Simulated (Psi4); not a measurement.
# C6H12Cl4Si4 (SMILES Cl[Si@]12C[Si@]3(Cl)C[Si@](Cl)(C1)C[Si@](Cl)(C2)C3): HF/6-31G(d) (density fitting, Cartesian functions)

What is the energy change on altering one bond length of C6H12Cl4Si4 at HF/6-31G* (density fitting, Cartesian functions)? 

The calculation is run with Psi4 1.11.

4 further runs of the same task are left out: 4 set aside as unsound or not needed.

## Step 1: The structure to begin with

C6H12Cl4Si4 has 26 atoms, charge 0, and is taken as a singlet. SMILES: `Cl[Si@]12C[Si@]3(Cl)C[Si@](Cl)(C1)C[Si@](Cl)(C2)C3`. The coordinates come from a GFN2-xTB relaxation. This is one conformer, not always the lowest.

Some bond lengths: Cl1–Si2 2.037 Å, Si2–C3 1.902 Å, C3–Si4 1.902 Å, Si4–Cl5 2.037 Å, Si4–C6 1.902 Å, C6–Si7 1.902 Å, Si7–Cl8 2.037 Å, Si2–C9 1.902 Å, Si7–C9 1.902 Å, Si7–C10 1.902 Å, C10–Si11 1.902 Å, Si11–Cl12 2.037 Å, Si2–C13 1.902 Å, Si11–C13 1.902 Å, Si4–C14 1.902 Å, Si11–C14 1.902 Å. Some angles: Cl1–Si2–C3 110.4°, Cl1–Si2–C9 110.4°, Cl1–Si2–C13 110.3°, C3–Si2–C9 108.5°, C3–Si2–C13 108.6°, C9–Si2–C13 108.6°, Si2–C3–Si4 111.3°, C3–Si4–Cl5 110.4°, C3–Si4–C6 108.6°, C3–Si4–C14 108.6°.

## Step 2: The charge distribution at HF/6-31G(d) (density fitting, Cartesian functions)

c6h12cl4si4.py reads:

```python
import psi4

psi4.set_memory(3300000000)
psi4.set_num_threads(1)
psi4.set_output_file('output.dat', False)

mol = psi4.geometry("""
0 1
Cl    -3.958350     0.104350     0.009330
Si    -1.922420     0.050410     0.004260
C     -1.217650     1.720010    -0.573960
Si     0.684520     1.698540    -0.586800
Cl     1.409200     3.497440    -1.208930
C      1.266940     0.311990    -1.751750
Si     0.602260    -1.381130    -1.194740
Cl     1.239530    -2.844260    -2.460270
C     -1.298580    -1.308930    -1.171240
C      1.218140    -1.720050     0.572930
Si     0.635310    -0.367820     1.777430
Cl     1.308570    -0.757280     3.659720
C     -1.265970    -0.312810     1.752480
C      1.297410     1.309620     1.171540
H     -1.591910     1.954950    -1.568760
H     -1.574370     2.517640     0.075150
H      0.940640     0.521650    -2.768830
H      2.354740     0.289490    -1.785690
H     -1.674800    -1.129820    -2.176870
H     -1.701880    -2.273770    -0.869010
H      2.305040    -1.779710     0.581360
H      0.863020    -2.692720     0.908640
H     -1.623920     0.444610     2.447490
H     -1.668150    -1.259180     2.109540
H      0.986940     2.098240     1.854580
H      2.385750     1.308560     1.192410
no_reorient
no_com
""")

psi4.set_options({
    'basis': '6-31G*',
    'scf_type': 'mem_df',
})

e, wfn = psi4.energy("hf", molecule=mol, return_wfn=True)
psi4.oeprop(wfn, "NO_OCCUPATIONS", "WIBERG_LOWDIN_INDICES", title="HF")
print(f'total energy {e:.8f} hartree = {e * 27.211386:.5f} eV')
```

Launch:

```
$ python c6h12cl4si4.py
```

output.dat, shortened:

```text
[...]
  Running in c1 symmetry.
[...]
  Nuclear repulsion = 2029.806281510169129
[...]
  Multiplicity = 1
[...]
  Nalpha       = 86
  Nbeta        = 86
[...]
    Number of basis functions: 266
[...]
   @DF-RHF iter   1: -3227.85897194019572    2.34627e-01   2.59043e-03 ADIIS/DIIS
[...]
   @DF-RHF iter   7: -3228.16340120234690   -3.34074e-07   5.53279e-07 DIIS
[...]
    Orbital Energies [Eh]
    ---------------------
    Doubly Occupied:
       1A   -104.816648     2A   -104.816646     3A   -104.816640
       4A   -104.816624     5A    -68.825727     6A    -68.825724
       7A    -68.825720     8A    -68.825708     9A    -11.226110
      10A    -11.226100    11A    -11.226089    12A    -11.226080
      13A    -11.226079    14A    -11.226062    15A    -10.553972
      16A    -10.553970    17A    -10.553962    18A    -10.553946
      19A     -8.022846    20A     -8.022844    21A     -8.022837
      22A     -8.022820    23A     -8.020330    24A     -8.020330
      25A     -8.020328    26A     -8.020328    27A     -8.020321
      28A     -8.020321    29A     -8.020304    30A     -8.020304
      31A     -6.176069    32A     -6.176065    33A     -6.176060
      34A     -6.176051    35A     -4.283920    36A     -4.283888
[...]
  @DF-RHF Final Energy: -3228.16340120234690
   => Energetics <=
    Nuclear Repulsion Energy =           2029.8062815101691285
    One-Electron Energy =               -8510.7472376455498306
    Two-Electron Energy =                3252.7775549330335707
    Total Energy =                      -3228.1634012023469040
[...]
 Multipole Moments:
 ------------------------------------------------------------------------------------
     Multipole            Electronic (a.u.)      Nuclear  (a.u.)        Total (a.u.)
 ------------------------------------------------------------------------------------
 L = 1.  Multiply by 2.5417464519 to convert [e a0] to [Debye]
 Dipole X            :          0.0367277           -0.0370953           -0.0003677
 Dipole Y            :         -0.0059117            0.0059904            0.0000787
 Dipole Z            :          0.0014503           -0.0008315            0.0006188
 Magnitude           :                                                    0.0007241
[...]
```

The script printed:

```text
total energy -3228.16340120 hartree = -87842.80038 eV
```

It took 50 s on 1 thread of AMD EPYC 7R43 (Zen 3), shared host; peak memory 1.5 GiB.

## Step 3: The distorted shape at the same level

input.json reads:

```json
{
  "schema_name": "qcschema_input",
  "schema_version": 1,
  "molecule": {
    "schema_name": "qcschema_molecule",
    "schema_version": 2,
    "symbols": ["Cl", "Si", "C", "Si", "Cl", "C", "Si", "Cl", "C", "C", "Si", "Cl", "C", "C", "H", "H", "H", "H", "H", "H", "H", "H", "H", "H", "H", "H"],
    "geometry": [-7.53884695, 0.3461657, 0.14665975, -3.69149684, 0.24423387, 0.13707884, -2.35967456, 3.39932061, -0.9555986, 1.23490579, 3.35874819, -0.97986268, 2.60435251, 6.75817652, -2.15551799, 2.33552008, 0.73854843, -3.18129913, 1.07945692, -2.46098466, -2.12870278, 2.28372268, -5.22589965, -4.52020788, -2.51261009, -2.32454644, -2.08429422, 2.24330144, -3.10145064, 1.2117094, 1.14191236, -0.54610628, 3.48788452, 2.41418937, -1.28207902, 7.0448971, -2.45098612, -0.44215245, 3.44073585, 2.39310003, 2.62379591, 2.34291835, -3.06692346, 3.84329287, -2.83549815, -3.03377766, 4.90662286, 0.27104153, 1.71890244, 1.13474841, -5.10330178, 4.39116415, 0.6960296, -3.24543643, -3.22356285, -1.98607759, -3.9846595, -3.27473664, -4.14782979, -1.51316229, 4.29724477, -3.2141917, 1.22763979, 1.5722219, -4.93953055, 1.84610936, -3.12741359, 0.98916391, 4.7541144, -3.21099617, -2.23053256, 4.11548146, 1.8650463, 3.96509894, 3.50464828, 4.44976456, 2.6217928, 2.38235694],
    "molecular_charge": 0,
    "molecular_multiplicity": 1,
    "fix_com": true,
    "fix_orientation": true
  },
  "driver": "energy",
  "model": {
    "method": "scf",
    "basis": "6-31G*"
  },
  "keywords": {
    "scf_type": "mem_df",
    "scf_properties": ["NO_OCCUPATIONS", "WIBERG_LOWDIN_INDICES"]
  }
}
```

Launch:

```
$ psi4 --qcschema input.json -n 1 --memory 3300MB
```

stdout, shortened:

```text
[...]
  Running in c1 symmetry.
[...]
  Nuclear repulsion = 2030.550505347878243
[...]
  Multiplicity = 1
[...]
  Nalpha       = 86
  Nbeta        = 86
[...]
    Number of basis functions: 266
[...]
   @DF-RHF iter   1: -3227.84691298225016    3.01641e-01   2.60817e-03 DIIS/ADIIS
[...]
   @DF-RHF iter   7: -3228.15372547915194   -3.35577e-07   5.57193e-07 DIIS
[...]
    Orbital Energies [Eh]
    ---------------------
    Doubly Occupied:
       1A   -104.816810     2A   -104.816802     3A   -104.816688
       4A   -104.816441     5A    -68.825770     6A    -68.825480
       7A    -68.825269     8A    -68.825250     9A    -11.226211
      10A    -11.226187    11A    -11.226011    12A    -11.225681
      13A    -11.225664    14A    -11.214096    15A    -10.554135
      16A    -10.554125    17A    -10.554011    18A    -10.553762
      19A     -8.023008    20A     -8.022998    21A     -8.022885
      22A     -8.022636    23A     -8.020494    24A     -8.020491
      25A     -8.020484    26A     -8.020481    27A     -8.020369
      28A     -8.020369    29A     -8.020121    30A     -8.020121
      31A     -6.176112    32A     -6.175818    33A     -6.175692
      34A     -6.175676    35A     -4.283942    36A     -4.283648
[...]
  @DF-RHF Final Energy: -3228.15372547915194
   => Energetics <=
    Nuclear Repulsion Energy =           2030.5505053478782429
    One-Electron Energy =               -8512.1784994232730241
    Two-Electron Energy =                3253.4742685962428368
    Total Energy =                      -3228.1537254791519445
[...]
 Multipole Moments:
 ------------------------------------------------------------------------------------
     Multipole            Electronic (a.u.)      Nuclear  (a.u.)        Total (a.u.)
 ------------------------------------------------------------------------------------
 L = 1.  Multiply by 2.5417464519 to convert [e a0] to [Debye]
 Dipole X            :         10.0621887          -10.0661670           -0.0039783
 Dipole Y            :        -25.4689816           25.4803358            0.0113542
 Dipole Z            :        -22.0526558           22.0630608            0.0104050
 Magnitude           :                                                    0.0159062
[...]
```

The result, in JSON:

```text
{
 "driver": "energy",
 "model": {
  "method": "scf",
  "basis": "6-31G*"
 },
 "success": true,
 "return_result": -3228.153725479152,
 "properties": {
  "calcinfo_nbasis": 266,
  "calcinfo_nmo": 266,
  "calcinfo_nalpha": 86,
  "calcinfo_nbeta": 86,
  "calcinfo_natom": 26,
  "nuclear_repulsion_energy": 2030.5505053478782,
  "return_energy": -3228.153725479152,
  "scf_one_electron_energy": -8512.178499423273,
  "scf_two_electron_energy": 3253.474268596243,
  "scf_dipole_moment": [-0.0039782575349409655, 0.011354176505403046, 0.0104050157638369],
  "scf_total_energy": -3228.153725479152,
  "scf_iterations": 7
 }
}
```

Wall time 49 s (1 thread of AMD EPYC 7R43 (Zen 3), shared host); peak memory 1.5 GiB.

## Step 4: Outcome

Level: HF/6-31G* (density fitting, Cartesian functions).

```
                                                           quantity           value
                                          first shape: total energy  -3228.16340 Eh
                                         first shape: dipole moment          0.00 D
                                           first shape: HOMO energy       -11.25 eV
                                           first shape: LUMO energy         3.01 eV
                                         first shape: HOMO–LUMO gap        14.26 eV
                                      distorted shape: total energy  -3228.15373 Eh
                                     distorted shape: dipole moment          0.04 D
                                       distorted shape: HOMO energy       -11.24 eV
                                       distorted shape: LUMO energy         3.01 eV
                                     distorted shape: HOMO–LUMO gap        14.25 eV
energy change with the C14–H25 bond shortened from 1.089 to 0.980 Å        0.263 eV
```

With the C14–H25 bond shortened from 1.089 to 0.980 Å the energy rises by 0.26 eV (25.4 kJ/mol). The first shape isn't relaxed at this level, so the change isn't measured from a minimum.
